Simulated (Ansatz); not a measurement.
Below is the output of a Python script on Ansatz 0.2.0 through its Python package that makes a single point in a Gaussian basis of C3H8AlN, SMILES C=[N][AlH][CH2]C. Write a script that gives it. Settings: Hartree-Fock, cc-pVDZ basis, multiplicity 1.

Contents of `c3h8aln.xyz`:
```text
13

C     0.25560    1.96750    2.08960
N     1.09600    1.09640    1.94770
Al    0.96590   -0.23960    0.58670
C    -0.46520   -0.24950   -0.68310
C    -0.42180   -1.41740   -1.68760
H     0.30870    2.77040    2.86030
H    -0.62620    2.06100    1.41970
H     2.17910   -1.33440    0.48310
H    -0.55110    0.72200   -1.18590
H    -1.47880   -0.35850   -0.07620
H    -0.43030   -2.38240   -1.11200
H    -1.27160   -1.38270   -2.34630
H     0.46010   -1.28750   -2.28130
```

Output of `python c3h8aln_energy.py`:
```text
crystal:
  periodic: [false, false, false]
  atoms:
    - { symbol: C, position_ang: [0.2556, 1.9675, 2.0896] }
    - { symbol: "N", position_ang: [1.096, 1.0964, 1.9477] }
    - { symbol: Al, position_ang: [0.9659, -0.2396, 0.5867] }
    - { symbol: C, position_ang: [-0.4652, -0.2495, -0.6831] }
    - { symbol: C, position_ang: [-0.4218, -1.4174, -1.6876] }
    - { symbol: H, position_ang: [0.3087, 2.7704, 2.8603] }
    - { symbol: H, position_ang: [-0.6262, 2.061, 1.4197] }
    - { symbol: H, position_ang: [2.1791, -1.3344, 0.4831] }
    - { symbol: H, position_ang: [-0.5511, 0.722, -1.1859] }
    - { symbol: H, position_ang: [-1.4788, -0.3585, -0.0762] }
    - { symbol: H, position_ang: [-0.4303, -2.3824, -1.112] }
    - { symbol: H, position_ang: [-1.2716, -1.3827, -2.3463] }
    - { symbol: H, position_ang: [0.4601, -1.2875, -2.2813] }
basis:
  gaussian:
    orbitals: cc-pVDZ
hamiltonian:
  xc: hf
output:
  orbitals: {}

converged              True
free_energy_ev         -11282.101912001632
reference_energy_ev    -11282.101912001632
n_frozen               0
n_occupied             [23, 23]
n_virtual              [91, 91]
mean field: -414.6095980 Ha, <S^2> = 0.0000, stability: minimum
Alpha     -22.471 eV  occupation 2
Alpha     -21.514 eV  occupation 2
Alpha     -17.373 eV  occupation 2
Alpha     -16.422 eV  occupation 2
Alpha     -16.209 eV  occupation 2
Alpha     -15.738 eV  occupation 2
Alpha     -13.621 eV  occupation 2
Alpha     -13.161 eV  occupation 2
Alpha     -12.858 eV  occupation 2
Alpha     -12.156 eV  occupation 2
Alpha     -10.955 eV  occupation 2
Alpha      -9.397 eV  occupation 2
Alpha       1.610 eV  occupation 0
Alpha       3.744 eV  occupation 0
Alpha       4.469 eV  occupation 0
Alpha       4.926 eV  occupation 0
Alpha       5.212 eV  occupation 0
Alpha       6.016 eV  occupation 0
Alpha       6.358 eV  occupation 0
Alpha       6.488 eV  occupation 0
```

One script that gives this output:

`c3h8aln_energy.py`:
```python
"""Single point of C3H8AlN in a Gaussian basis."""

from pathlib import Path
import json

import ansatz as az


def main() -> None:
    geometry = az.Crystal.molecule_from_extxyz("c3h8aln.xyz")

    base = (
        geometry.calculation()
        .basis(gaussian="cc-pVDZ")
        .functional("HF")
        .orbitals()
    )
    print(base.to_yaml())
    out = base.run(threads=1, backend="cpu", runs_dir="runs")
    report = out.report

    for key in ("converged", "free_energy_ev", "reference_energy_ev", "n_frozen", "n_occupied", "n_virtual"):
        print(f"{key:22s} {report[key]}")

    state = report["mean_field"]["state"]
    print(f"mean field: {state['energy']['hartree']:.7f} Ha, <S^2> = {abs(state['spin_squared']):.4f}, stability: {state.get('stability', {}).get('kind')}")

    lines = Path(report["orbitals_path"]).read_text().splitlines()
    field_of = lambda key: [line.split("=")[1].strip() for line in lines if line.startswith(key)]
    orbitals = [(27.211386 * float(e), s, float(n)) for e, s, n in zip(field_of("Ene="), field_of("Spin="), field_of("Occup="))]
    homo = max(e for e, _, n in orbitals if n > 0.5)
    lumo = min(e for e, _, n in orbitals if n < 0.5)
    for e, spin, n in sorted(orbitals):
        if homo - 15 < e < lumo + 5:
            print(f"{spin:6s} {e:10.3f} eV  occupation {n:.0f}")
    with open("c3h8aln.json", "w") as handle:
        json.dump({k: report[k] for k in ("free_energy_ev", "reference_energy_ev", "n_occupied", "n_virtual")}, handle, indent=1)


if __name__ == "__main__":
    main()
```

Caveats:
- Total energies depend on the basis set; only differences at equal settings carry meaning.
- The geometry is a force-field or estimated start, not a minimum of this method, and the basis set is short of its limit.
- Alpha marks a spatial orbital of a restricted run, filled by both spins.
- Levels such as HOMO and LUMO are orbital energies: in Hartree-Fock the gap is too wide and the LUMO hangs on the basis.
- Run time: 1.9 s on 1 thread of Arm Neoverse V1 (shared host), peak memory 0.25 GiB.
